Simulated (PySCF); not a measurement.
# [PbSF]+: other functionals and bases at one geometry

An exercise on one series of results from a longer session: the logs are not shown, and one member is left open.

Program: PySCF 2.14.0. Level of theory: several levels, as the steps say, no spin–orbit coupling. These are calculated values, not measurements.

1 further run of the same task is left out (for a known fault of the program).

## Starting geometry

3 atoms, charge 1, spin multiplicity 1.

Bond lengths: Pb1–S2 2.262 Å, Pb1–F3 1.967 Å. Angles: S2–Pb1–F3 180.0°.

Coordinates:

| atom | x (Å) | y (Å) | z (Å) |
| --- | --- | --- | --- |
| Pb1 | -0.1289 | 0.0000 | 0.3765 |
| S2 | 2.1315 | 0.0000 | 0.4727 |
| F3 | -2.0945 | 0.0000 | 0.2933 |

Formal oxidation states: Pb +4. An earlier session relaxed this geometry at PBE0, Pb def2-SVP with ECP60, S def2-SVP, F def2-SVP (singlet, point group C∞v).

At PBE0 on the finer grid: E = -690.121394 Eh, HOMO -14.14 eV, LUMO -10.90 eV, Mulliken charge on Pb1 +1.17 e, largest force component 0.012 eV/Å. 

Levels to run: BLYP; BP86; PBE0, TZVP. Hardware: 2 threads of Arm Neoverse V1, shared host.

The first run:

The input, run.py (the lines that set the calculation):

```python
mol = gto.M(atom='''
Pb    -0.12886     0.00000     0.37645
S      2.13152     0.00000     0.47273
F     -2.09445     0.00000     0.29330''',
    basis={'Pb': 'def2-SVP', 'S': 'def2-SVP', 'F': 'def2-SVP'},
    ecp={'Pb': 'def2-SVP'},
    charge=1, spin=0)
mf = dft.RKS(mol, xc='BLYP')
mf.grids.atom_grid = (75, 302)
mf = mf.density_fit()  # fitting sets: Pb def2-universal-JKFIT, S def2-universal-JKFIT, F def2-universal-JKFIT
mf.conv_tol = 1e-08; mf.max_cycle = 55
mf.kernel(dm0)  # dm0: the density of the relaxed state
```

Run with:

```bash
$ OMP_NUM_THREADS=2 python run.py
```

Steps of the session up to this table: BLYP; BP86; PBE0, TZVP.

One of the session's tables, all rows but one given; the rest of the session is left out.

| level | HOMO (eV) | gap (eV) | charge on Pb1 (e) | dipole (D) | largest force component (eV/Å) |
| --- | --- | --- | --- | --- | --- |
| PBE0 (relaxed here) | -14.14 | 3.24 | 1.17 | 1.49 | 0.01 |
| BLYP | -12.79 | 1.22 | 1.05 | 1.63 | 0.97 |
| BP86 | -13.10 | 1.23 | 1.07 | 1.49 | 0.70 |
| PBE0, TZVP | ? | ? | ? | ? | ? |

**Question.** Estimate the row for PBE0, TZVP.

As computed: HOMO (eV): -14.09; gap (eV): 3.34; charge on Pb1 (e): 1.29; dipole (D): 1.68; largest force component (eV/Å): 0.94. In the column «HOMO (eV)» it lies between PBE0 (relaxed here) (-14.14) and BP86 (-13.10).

The dipole of a charged species depends on the origin, so these sizes hold for this origin alone.

In one basis the HOMO–LUMO gap runs from 1.22 eV (BLYP) to 3.24 eV (PBE0). The largest leftover force, 0.97 eV/Å with BLYP, stands at a geometry relaxed at another level. Total energies of different levels can't be compared.
